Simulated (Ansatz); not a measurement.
# Zn: the cost of one run

Method: DFT PBE+D3(BJ), scalar-relativistic, plane waves, PAW, in Ansatz 0.2.0.

## Step 1: The starting structure

Symmetry: P6_3/mmc, No. 194, hexagonal system. Conventional cell: a = 2.618 Å, b = 2.618 Å, c = 4.804 Å, α = 90.00°, β = 90.00°, γ = 120.00°. Zn (site symmetry -6m2) has 12 Zn at 2.62 to 2.84 Å as nearest neighbours.

As a file:

```cif
data_structure
_symmetry_space_group_name_H-M 'P6_3/mmc'
_symmetry_Int_Tables_number 194
_cell_length_a 2.6178
_cell_length_b 2.6178
_cell_length_c 4.8036
_cell_angle_alpha 90.000
_cell_angle_beta 90.000
_cell_angle_gamma 120.000
_cell_volume 28.51
loop_
_atom_site_label
_atom_site_type_symbol
_atom_site_symmetry_multiplicity
_atom_site_Wyckoff_symbol
_atom_site_fract_x
_atom_site_fract_y
_atom_site_fract_z
_atom_site_occupancy
Zn1 Zn 2 c 0.33333 0.66667 0.25000 1
```

It is the result of an earlier relaxation at this level (volume 14.25 Å³/atom; gap on the mesh: none (metal)).

## Step 2: Cutting the slab

Miller indices refer to the conventional cell of the relaxed bulk, P6_3/mmc (No. 194): a = 2.618 Å, b = 2.618 Å, c = 4.804 Å, α = 90.00°, β = 90.00°, γ = 120.00°.

A (100) slab, 5.3 Å thick as cut, with 16 Å of vacuum, in a 2×1 surface cell; its outer planes are Zn (top) and Zn (bottom).

The slab as cut. Layers, bottom to top:

```csv
plane,atoms per cell,height over the lowest (Å)
1,Zn2,0.00
2,Zn2,0.76
3,Zn2,2.27
4,Zn2,3.02
5,Zn2,4.53
6,Zn2,5.29
```

## Step 3: Relaxing the clean slab

input.yaml reads:

```yaml
crystal:
  lattice:
    - [5.2355063852, 0.0, 0.0]
    - [0.0, 4.8035762428, 0.0]
    - [0.0, 0.0, 21.2897617865]
  atoms:
    - { symbol: Zn, position: [0.5, 0.75, 0.3757674736] }
    - { symbol: Zn, position: [0.0, 0.75, 0.3757674736] }
    - { symbol: Zn, position: [0.75, 0.25, 0.4112624811] }
    - { symbol: Zn, position: [0.25, 0.25, 0.4112624811] }
    - { symbol: Zn, position: [0.75, 0.75, 0.4822524962] }
    - { symbol: Zn, position: [0.25, 0.75, 0.4822524962] }
    - { symbol: Zn, position: [0.0, 0.25, 0.5177475038] }
    - { symbol: Zn, position: [0.5, 0.25, 0.5177475038] }
    - { symbol: Zn, position: [0.0, 0.75, 0.5887375189] }
    - { symbol: Zn, position: [0.5, 0.75, 0.5887375189] }
    - { symbol: Zn, position: [0.25, 0.25, 0.6242325264] }
    - { symbol: Zn, position: [0.75, 0.25, 0.6242325264] }
basis:
  ecutwfc: 420
kpoints:
  mp_grid: { grid: [4, 4, 1] }
hamiltonian:
  xc: pbe
  dispersion: d3bj
scf:
  occupations: { method: gaussian, width: 0.1 }
output:
  forces: true
  eigenvalues: true
relax:
  adjacent_minimum: "off"
  f_tol: 0.03
  max_steps: 70
  constraints: [{ sites: [0, 1, 2, 3, 4, 5] }]
efield:
  axis: 3
  dipole_correction: true
  ramp_width: 0.04
```

Command:

```bash
$ ansatz run input.yaml --threads 4 --pin off --max-ram 12288MiB --backend cpu --events-out ev --progress --plain --runs-dir out
```

What time and memory should one allow on 4 threads of Intel Xeon Platinum 8488C (Sapphire Rapids), shared host?

About 56 s, with a peak of 1.4 GiB.
